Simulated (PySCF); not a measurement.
# C₂H₇NSeSi: electronic excitations

Wanted: the electronic excitations of C₂H₇NSeSi (`C=C[Se][SiH2]N`), by calculation.

The runs use PySCF 2.14.0, with density-fitted response routines of our own; the level of theory stands in each step. All values are computed, except where a source is named. Atoms count from 0, in the outputs and in this text.

### Step 1. The molecule as given

12 atoms, charge 0, multiplicity 1; geometry from: GFN2-xTB.

Bonds of the start (Å): C0–C1 1.32, C1–Se2 1.90, Se2–Si3 2.29, Si3–N4 1.72, C0–H5 1.08, C0–H6 1.08, C1–H7 1.08, Si3–H8 1.46, Si3–H9 1.46, N4–H10 1.01, N4–H11 1.01.

### Step 2. TDDFT and polarisability: B3LYP/def2-SVPD

Job settings and geometry (Å):

```
{"job": {"kind": "uv", "xc": "B3LYP", "basis": "def2-SVPD", "nstates": 8, "ntriplets": 3}, "charge": 0, "multiplicity": 1}
C      2.614590    -0.551589    -0.582102
C      1.344834    -0.242302    -0.388685
Se     0.759339     1.174659     0.741545
Si    -1.477432     1.028676     0.258786
N     -1.920356    -0.597238     0.593467
H      3.413139    -0.006180    -0.107164
H      2.897926    -1.366168    -1.228203
H      0.536656    -0.784939    -0.858323
H     -1.691726     1.210442    -1.173908
H     -2.080216     2.095450     1.057079
H     -1.527428    -1.061943     1.397742
H     -2.868128    -0.899552     0.440257
```

With the program's defaults for keys left out, this is: TDDFT B3LYP/def2-SVPD, vertical, gas phase, core orbitals frozen in the response.

Run with:

```
> OMP_NUM_THREADS=1 python probes_run.py task.json out
```

One launch serves the whole session: the jobs run in the order shown.

Output:

```text
coarse grid: 46528 points
cycle   1  E = -2825.7668135467  dE = -5.247e-01  |g| = 5.120e-01  |ddm| = 5.062e+00
cycle   2  E = -2825.7034700380  dE =  6.334e-02  |g| = 7.183e-01  |ddm| = 1.564e+00
cycle   3  E = -2825.8255006677  dE = -1.220e-01  |g| = 7.636e-02  |ddm| = 8.734e-01
cycle   4  E = -2825.8270705315  dE = -1.570e-03  |g| = 2.116e-02  |ddm| = 1.533e-01
cycle   5  E = -2825.8271921870  dE = -1.217e-04  |g| = 8.936e-03  |ddm| = 5.080e-02
cycle   6  E = -2825.8272089403  dE = -1.675e-05  |g| = 2.208e-03  |ddm| = 1.419e-02
cycle   7  E = -2825.8272101871  dE = -1.247e-06  |g| = 8.090e-04  |ddm| = 3.473e-03
final grid: 96016 points
cycle   8  E = -2825.8272185299  dE =  3.455e-07  |g| = 1.477e-03  |ddm| = 7.196e-03
cycle   9  E = -2825.8272170129  dE =  1.517e-06  |g| = 2.817e-03  |ddm| = 4.636e-03
cycle  10  E = -2825.8272190831  dE = -2.070e-06  |g| = 1.386e-04  |ddm| = 3.095e-03
cycle  11  E = -2825.8272190869  dE = -3.838e-09  |g| = 1.391e-05  |ddm| = 2.036e-04
cycle  12  E = -2825.8272190870  dE = -5.821e-11  |g| = 4.691e-06  |ddm| = 2.284e-05
converged SCF energy = -2825.8272190870

Static polarisability (au): isotropic 91.519, principal 69.909 83.297 121.350

Singlet excitations
state   eV       nm        f      main configurations
  1   4.9006    253.0   0.00155   H->L+2 0.83, H->L+1 0.11
  2   5.1216    242.1   0.08128   H->L 0.52, H->L+1 0.43
  3   5.2488    236.2   0.10901   H->L 0.39, H->L+1 0.34, H->L+3 0.13
  4   5.6570    219.2   0.04132   H->L+3 0.83, H->L+1 0.10
  5   6.2227    199.2   0.00866   H-1->L 0.44, H-1->L+1 0.37, H->L+4 0.13
  6   6.2614    198.0   0.00410   H->L+4 0.76, H-1->L 0.09
  7   6.2996    196.8   0.00794   H->L+5 0.91
  8   6.3927    193.9   0.00933   H->L+6 0.93

Triplet excitations (Tamm-Dancoff, eV): 3.9038 4.6114 4.8549
```

It took 54 s on 1 thread of Arm Neoverse N1, shared host; peak memory 0.72 GiB.

Frontier orbitals and where they lie:

| orbital | eV | atoms |
| --- | --- | --- |
| HOMO−3 | -8.59 | C1 37 %, C0 25 %, Se2 22 % |
| HOMO−2 | -8.18 | Se2 58 %, Si3 14 %, C1 12 % |
| HOMO−1 | -7.51 | N4 61 %, Si3 13 %, H9 8 % |
| HOMO | -6.08 | Se2 55 %, C0 17 %, C1 15 % |
| LUMO | -0.32 | C1 25 %, C0 24 %, Se2 13 % |
| LUMO+1 | -0.13 | Si3 28 %, Se2 23 %, H8 9 % |
| LUMO+2 | -0.03 | Se2 51 %, C1 13 %, Si3 10 % |

With each of the 8 states as a Gaussian band of 0.4 eV half-width at 1/e, the curve within the window shown has maxima at 237 nm (ε 8,000) L/(mol cm). Beyond the last state computed it falls off for lack of states. The curve at chosen wavelengths:

```
 nm  ε (L/mol/cm)
185           480
189           827
193          1140
197          1328
201          1424
206          1624
210          2015
214          2684
218          3631
222          4797
226          6041
230          7143
234          7858
239          7957
243          7385
247          6380
251          5153
255          3913
259          2808
263          1914
267          1245
272           686
276           408
280           235
284           132
288            72
```

Leading natural transition orbitals of singlet state 3: the hole lies on Se2 69 %; C0 13 %; the particle on Se2 19 %; C1 18 %; H9 14 %.

Leading natural transition orbitals of singlet state 1: the hole lies on Se2 63 %; C0 17 %; C1 7 %; the particle on Se2 40 %; H5 11 %; C1 11 %.

Ground-state properties from the same run:

| property | computed |
| --- | --- |
| dipole moment (D) | 2.05 |
| polarisability (Å³) | 13.56 |
| HOMO–LUMO gap (eV) | 5.76 |
| −ε(HOMO) (eV) | 6.08 |

The fields below are evaluated on a grid from the run's orbitals.

Frontier orbitals at B3LYP/def2-SVPD, with the share of their density that lies nearest to each atom:

| orbital | energy (eV) | lies on |
| --- | --- | --- |
| HOMO | -6.08 | Se2 61 %; C0 18 %; C1 7 % |
| LUMO | -0.32 | C0, C1 about 20 % each; 4 H atoms about 7 % each; Se2 7 % |

ELF in a plane through or near 5 of the atoms.

Ten even steps from '0' (0.00) to '9' (1.00):
```
0000000000000000000000000000
0000000000000000000000000000
0000000000135420000000000000
0000000000477752001574000000
0000000001588873006999600000
0000000000588776339999920000
0000255200364368527999920000
0001589621464368141699510000
0000589756687467176152000000
0000267248226224121420000000
0000156238236101588731000000
0000589867588203874763000000
0001799842477105862898300000
0000588511133005887999500000
0000133100000004665898300000
0000000000000001331221000000
0000000000000000000000000000
0000000000000000000000000000
0000000000000000000000000000
0000000000000000000000000000
```
The map spans 11.8 Å across and 8.6 Å up, centred on the molecule. Atoms in the plane (x, y in Å): C0 (-2.7, 0.0), C1 (-1.4, 0.0), Si3 (1.7, 0.7), N4 (1.9, -0.9), H11 (2.7, -1.4).

log10 of the density (e/Å³) in the same plane.

Ten even steps from ' ' (-4.0) to '@' (1.5):
```
                      ..........                        
                  ....::::::::::............            
                ..::::----------::::::::::::..          
              ..::----==========------------::..        
        ......::::--==++++++++========++++==--::..      
      ..::--------==++**********++++******++==--..      
    ..::--==========++**####**********##**++==--..      
    ..--==++****++++****######****%%##****++==--..      
    ::--==**####****######******##@@@@**++==--::..      
  ..::--++**##%%####%%##****++****####**++==--::..      
  ..::--==**##@@####%%##**++++++**####**++==--::..      
    ::--++**############**++==++**%%%%##**++--::..      
    ::--==++******++++**++====++##%%%%####++==::..      
    ..::====++++==============++**########++==::..      
      ..::--==----------------==++++******++--::..      
        ....::::::::........::----========--::..        
                            ..::::----::::::..          
                                ..........              
                                                        
                                                        
```
The map spans 11.8 Å across and 8.6 Å up, centred on the molecule. Atoms in the plane (x, y in Å): C0 (-2.7, 0.0), C1 (-1.4, 0.0), Si3 (1.7, 0.7), N4 (1.9, -0.9), H11 (2.7, -1.4).

On the surface of density 0.002 e/bohr³ the electrostatic potential runs, from the 1st to the 99th percentile, from -0.80 V near Se2 to 1.68 V near H11.

### Step 3. Results

```
                                quantity                        value
        lowest singlet (B3LYP/def2-SVPD)  4.90 eV (253 nm), f = 0.002
brightest single state of those computed  state 3, 5.25 eV, f = 0.109
                          lowest triplet                      3.90 eV
   surface potential, 1st and 99th percentile           -0.80 V and 1.68 V
```

In words: The first singlet state (HOMO→LUMO+2 0.83, HOMO→LUMO+1 0.11) lies at 4.90 eV and is weak; of the 8 states computed, the strongest absorption comes from state 3 at 5.25 eV. The lowest triplet lies 1.00 eV below the lowest singlet (triplets in Tamm-Dancoff, singlets in full TDDFT). By nearest atom (B3LYP/def2-SVPD), the HOMO sits on Se2 61 %; C0 18 % and the LUMO on C0, C1 about 20 % each; 4 H atoms about 7 % each.
